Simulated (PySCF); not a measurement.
# Br3Pb (Pb(Br)3-): the cost of one run

Computed with PySCF 2.14.0. Level: PBE, Pb def2-SVP with ECP60, Br def2-SVP; scalar-relativistic core potentials, no spin–orbit coupling.

2 further runs of the same task are left out: 1 for a known fault of the program, 1 that didn't finish.

## (1) The starting structure

4 atoms, charge -1, spin multiplicity 1.

Bond lengths: Pb1–Br2 2.781 Å, Pb1–Br3 2.781 Å, Pb1–Br4 2.779 Å. Angles: Br2–Pb1–Br3 102.9°, Br2–Pb1–Br4 102.9°, Br3–Pb1–Br4 102.9°.

Coordinates:

```
Pb    0.0050    0.7943    0.0000
Br   -1.2434   -0.4081    2.1744
Br   -1.2434   -0.4081   -2.1744
Br    2.5207   -0.3870    0.0000
```

Formal oxidation states: Pb +2. An earlier session relaxed this geometry at PBE, Pb def2-SVP with ECP60, Br def2-SVP (singlet, point group C3v).

Its energy there is -7913.543563 Eh.

## (2) Multiplicity 3 at the relaxed geometry

Contents of run.py (the lines that set the calculation):

```python
mol = gto.M(atom='''
Pb     0.00501     0.79428     0.00000
Br    -1.24341    -0.40806     2.17435
Br    -1.24341    -0.40806    -2.17435
Br     2.52067    -0.38699     0.00000''',
    basis={'Pb': 'def2-SVP', 'Br': 'def2-SVP'},
    ecp={'Pb': 'def2-SVP'},
    charge=-1, spin=2)
mf = dft.UKS(mol, xc='PBE')
mf.grids.atom_grid = (50, 194)
mf = mf.density_fit()  # fitting sets: Pb def2-universal-JKFIT, Br def2-universal-JKFIT
mf.conv_tol = 1e-08; mf.max_cycle = 55
mf.kernel(dm0)  # dm0: free metal ions and neutral atoms
```

Launch:

```sh
$ OMP_NUM_THREADS=2 python run.py
```

**Question.** How long does this run take on 2 threads of Arm Neoverse V1, shared host?

About 7.9 s.
